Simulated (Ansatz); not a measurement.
**C2H9BS: one species, many methods**

The task here is to estimate one member of a computed series from the others.

Program: Ansatz 0.2.0, Gaussian basis. Level of theory: functionals in def2-TZVPP, the program's frozen cores in correlated methods. These are calculated values, not measurements.

The runs, in order: LDA (SPW92), PBE-D4, revPBE-D4, BLYP-D4, r2SCAN-D4, B97M-V, PBE0-D4, B3LYP-D4, r2SCANh-D4, r2SCAN0-D4, HSE06-D4, BHLYP-D4, CAM-B3LYP-D4, LC-ωPBE, ωB97X-V, ωB97M-V, B2PLYP, PBE-QIDH; CCSD(T)/def2-SVP; CCSD(T)/def2-TZVPP; MP2/def2-QZVPP; extrapolation to the limit; RPA on PBE.

## The geometry

All runs share one geometry, relaxed beforehand with PBE0-D4 in a triple-zeta def2 set.

SMILES `[BH3-][S+](C)C`, 13 atoms, charge 0, spin multiplicity 1.

Atoms are counted from 1 here; the program's logs count them from 0.

Bond lengths: B1–S2 1.924 Å, B1–H5 1.210 Å, B1–H6 1.212 Å, B1–H7 1.210 Å, S2–C3 1.789 Å, S2–C4 1.789 Å, C3–H8 1.090 Å, C3–H9 1.090 Å, C3–H10 1.089 Å, C4–H11 1.090 Å, C4–H12 1.090 Å, C4–H13 1.089 Å. Angles: S2–B1–H5 103.1°, S2–B1–H6 105.2°, S2–B1–H7 103.1°, H5–B1–H6 114.9°, H5–B1–H7 113.5°, H6–B1–H7 114.9°, B1–S2–C3 103.4°, B1–S2–C4 103.4°, C3–S2–C4 100.2°, S2–C3–H8 109.4°, S2–C3–H9 110.2°, S2–C3–H10 106.7°, H8–C3–H9 111.3°, H8–C3–H10 109.4°, H9–C3–H10 109.8°, S2–C4–H11 110.2°, S2–C4–H12 109.4°, S2–C4–H13 106.7° and more.

The first run:

in.yaml

```yaml
crystal:
  periodic: [false, false, false]
  atoms:
    - {symbol: B, position_ang: [-0.805773, 1.487485, -0.312357]}
    - {symbol: S, position_ang: [0.402491, 0.048682, -0.727591]}
    - {symbol: C, position_ang: [1.444736, -0.049987, 0.722800]}
    - {symbol: C, position_ang: [-0.600132, -1.414845, -0.498516]}
    - {symbol: H, position_ang: [-0.088248, 2.461476, -0.327267]}
    - {symbol: H, position_ang: [-1.269500, 1.210768, 0.772800]}
    - {symbol: H, position_ang: [-1.595829, 1.455538, -1.228054]}
    - {symbol: H, position_ang: [0.820237, -0.071675, 1.616433]}
    - {symbol: H, position_ang: [2.085525, -0.929903, 0.666396]}
    - {symbol: H, position_ang: [2.056426, 0.851443, 0.730992]}
    - {symbol: H, position_ang: [0.018671, -2.309430, -0.568149]}
    - {symbol: H, position_ang: [-1.107747, -1.358626, 0.464924]}
    - {symbol: H, position_ang: [-1.340459, -1.415725, -1.297712]}
basis:
  gaussian: {orbitals: def2-TZVPP}
hamiltonian: {xc: lda}
output: {orbitals: {seedname: orbitals}}
```

Launch:

```
ansatz run in.yaml --threads 4 --pin off --events-out ev --progress --plain --max-ram 10444MiB
```

Among the steps run: LDA; PBE-D4 (GGA); revPBE-D4 (GGA); BLYP-D4 (GGA); r2SCAN-D4 (meta-GGA); B97M-V (meta-GGA); PBE0-D4 (hybrid); B3LYP-D4 (hybrid); r2SCANh-D4 (hybrid); r2SCAN0-D4 (hybrid); HSE06-D4 (hybrid); BHLYP-D4 (hybrid); CAM-B3LYP-D4 (range-separated); LC-ωPBE (range-separated); ωB97X-V (range-separated); ωB97M-V (range-separated); B2PLYP (double hybrid); PBE-QIDH (double hybrid).

One of the session's tables, all rows but one given; the rest of the session is left out.

It belongs to the step «Frontier levels by functional». 

```
  functional  HOMO (eV)  LUMO (eV)  gap (eV)
 LDA (SPW92)      -6.62      -0.66      5.95
      PBE-D4      -6.55      -0.50      6.05
   revPBE-D4      -6.51      -0.43      6.08
     BLYP-D4      -6.46      -0.41      6.06
   r2SCAN-D4          ?          ?         ?
      B97M-V      -6.94      -0.27      6.66
     PBE0-D4      -7.81       0.50      8.31
    B3LYP-D4      -7.63       0.23      7.86
  r2SCANh-D4      -7.28       0.19      7.47
  r2SCAN0-D4      -7.98       0.72      8.70
    HSE06-D4      -7.41       0.12      7.53
    BHLYP-D4      -9.01       1.46     10.48
CAM-B3LYP-D4      -9.21       1.55     10.76
     LC-ωPBE     -10.55       2.81     13.36
     ωB97X-V     -10.22       2.64     12.86
     ωB97M-V     -10.07       2.29     12.36
```

Q: Estimate the row for r2SCAN-D4 from the others.

Worked estimate for «HOMO (eV)». Against the share of exact exchange, r2SCANh-D4 (0.1, -7.28), r2SCAN0-D4 (0.25, -7.98) give a slope of -4.67 per unit share; at 0 the line stands at -6.81.

As computed: HOMO (eV): -6.81; LUMO (eV): -0.18; gap (eV): 6.64. In «HOMO (eV)» the line misses by 0.00.
